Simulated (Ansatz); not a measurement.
# AlH₇N₂Si + H₂: a complex and its separated parts

The complex below is one end of an elementary step. How strongly is it bound against its free parts?

Method: PBE0-D4/def2-TZVP structures, single points in def2-TZVPP, no counterpoise correction; program: Ansatz 0.2.0, Gaussian basis.

Levels: SPW92, PBE-D4, BLYP-D4, r2SCAN-D4, B97M-V, PBE0-D4, B3LYP-D4, r2SCAN0-D4, BHLYP-D4, CAM-B3LYP-D4, wB97X-V, wB97M-V, B2PLYP, PBE-QIDH, RPA on PBE, Hartree-Fock, MP2, CCSD, CCSD(T).

Cores are frozen in the correlated methods. B3LYP uses VWN-RPA correlation. B2PLYP carries no dispersion term here.

95 further runs of the same task are left out: 1 that didn't finish, 94 set aside as unsound or not needed.

## Step 1: The system as given

The complex: 13 atoms, charge 0, spin multiplicity 1.

Atoms are counted from 1 here; the program's logs count them from 0.

Bond lengths: Al1–N3 1.770 Å, Al1–N4 1.772 Å, Al1–Si6 2.445 Å, H2–H5 0.748 Å, N3–H7 1.007 Å, N3–H8 1.007 Å, N4–H9 1.007 Å, N4–H10 1.007 Å, Si6–H11 1.492 Å, Si6–H12 1.492 Å, Si6–H13 1.492 Å. Angles: N3–Al1–N4 119.7°, N3–Al1–Si6 121.0°, N4–Al1–Si6 119.3°, Al1–N3–H7 123.8°, Al1–N3–H8 126.2°, H7–N3–H8 110.0°, Al1–N4–H9 123.4°, Al1–N4–H10 126.5°, H9–N4–H10 110.0°, Al1–Si6–H11 112.6°, Al1–Si6–H12 111.8°, Al1–Si6–H13 111.6°, H11–Si6–H12 106.6°, H11–Si6–H13 107.0°, H12–Si6–H13 106.9°.

Geometry (Å):

```mol
AlH9N2Si
  3D, bonds by distance, orders not assigned

 13 11  0  0  0  0  0  0  0  0999 V2000
   -0.0780    0.7502   -0.0359 Al  0  0
    1.2757   -1.8129    1.5483 H   0  0
    0.7669    2.0636   -0.8697 N   0  0
   -0.2187    0.7780    1.7302 N   0  0
    1.4566   -2.4950    1.3010 H   0  0
   -1.0173   -1.1316   -1.2821 Si  0  0
    0.8918    2.1044   -1.8678 H   0  0
    1.1888    2.8692   -0.4371 H   0  0
   -0.7200    0.0816    2.2572 H   0  0
    0.1385    1.4877    2.3490 H   0  0
   -1.9088   -0.6933   -2.3954 H   0  0
    0.0490   -1.9760   -1.8960 H   0  0
   -1.8243   -2.0259   -0.4018 H   0  0
  1  3  8  0
  1  4  8  0
  1  6  8  0
  2  5  8  0
  3  7  8  0
  3  8  8  0
  4  9  8  0
  4 10  8  0
  6 11  8  0
  6 12  8  0
  6 13  8  0
M  END
```

Its parts: AlH₇N₂Si holds atoms 1, 3, 4, 6, 7, 8, 9, 10, 11, 12, 13; H₂ holds atoms 2, 5. Each part counts its atoms afresh in its own runs.

## Step 2: Relaxing AlH₇N₂Si alone

Input file relax-a/in.yaml:

```yaml
crystal:
  periodic: [false, false, false]
  atoms:
    - {symbol: Al, position_ang: [-0.077982, 0.750228, -0.035864]}
    - {symbol: N, position_ang: [0.766864, 2.063604, -0.869731]}
    - {symbol: N, position_ang: [-0.218747, 0.777954, 1.730228]}
    - {symbol: Si, position_ang: [-1.017265, -1.131623, -1.282082]}
    - {symbol: H, position_ang: [0.891773, 2.104373, -1.867800]}
    - {symbol: H, position_ang: [1.188754, 2.869164, -0.437064]}
    - {symbol: H, position_ang: [-0.720030, 0.081609, 2.257239]}
    - {symbol: H, position_ang: [0.138477, 1.487679, 2.348977]}
    - {symbol: H, position_ang: [-1.908830, -0.693314, -2.395376]}
    - {symbol: H, position_ang: [0.049030, -1.975964, -1.895967]}
    - {symbol: H, position_ang: [-1.824282, -2.025860, -0.401824]}
basis:
  gaussian: {orbitals: def2-TZVP}
hamiltonian: {xc: pbe0, dispersion: d4}
relax: {f_tol: 0.005, max_steps: 200}
```

On the command line:

```
$ ansatz run in.yaml --threads 4 --pin off --events-out ev --progress --plain --max-ram 9574MiB
```

The runs that follow: Relaxing H₂ alone; SPW92/def2-TZVPP; PBE-D4/def2-TZVPP; BLYP-D4/def2-TZVPP; r2SCAN-D4/def2-TZVPP; B97M-V/def2-TZVPP; PBE0-D4/def2-TZVPP; B3LYP-D4/def2-TZVPP; r2SCAN0-D4/def2-TZVPP; BHLYP-D4/def2-TZVPP; CAM-B3LYP-D4/def2-TZVPP; wB97X-V/def2-TZVPP; wB97M-V/def2-TZVPP; B2PLYP/def2-TZVPP; PBE-QIDH/def2-TZVPP; RPA on PBE/def2-TZVPP; CCSD(T)/def2-TZVPP; Vibrations of AlH₇N₂Si; Vibrations of H₂.

What does the calculation give? Wanted: complex less parts, CCSD(T)/def2-TZVPP; with zero-point energy; largest T1 diagnostic.

As calculated:

| quantity | value |
| --- | --- |
| complex less parts, CCSD(T)/def2-TZVPP | -0.0253 eV |
| with zero-point energy | +0.0219 eV |
| largest T1 diagnostic | 0.013 |

In words: At CCSD(T) the complex lies 0.0253 eV below its parts. The functionals run from r2SCAN-D4, off by -0.0047 eV, to SPW92, off by -0.0525 eV, against CCSD(T). Mean unsigned error by rung: LDA 0.0525, GGA 0.0162, meta-GGA 0.0095, hybrid 0.0117, range-separated hybrid 0.0113, double hybrid 0.0114 eV. PBE-D4 gives a relative energy 0.0264 eV too low, an error of 104 % of the reference. No counterpoise was applied, and triple zeta lacks some correlation, so the CCSD(T) reference has a basis error of its own, and close matches with it are partly luck.
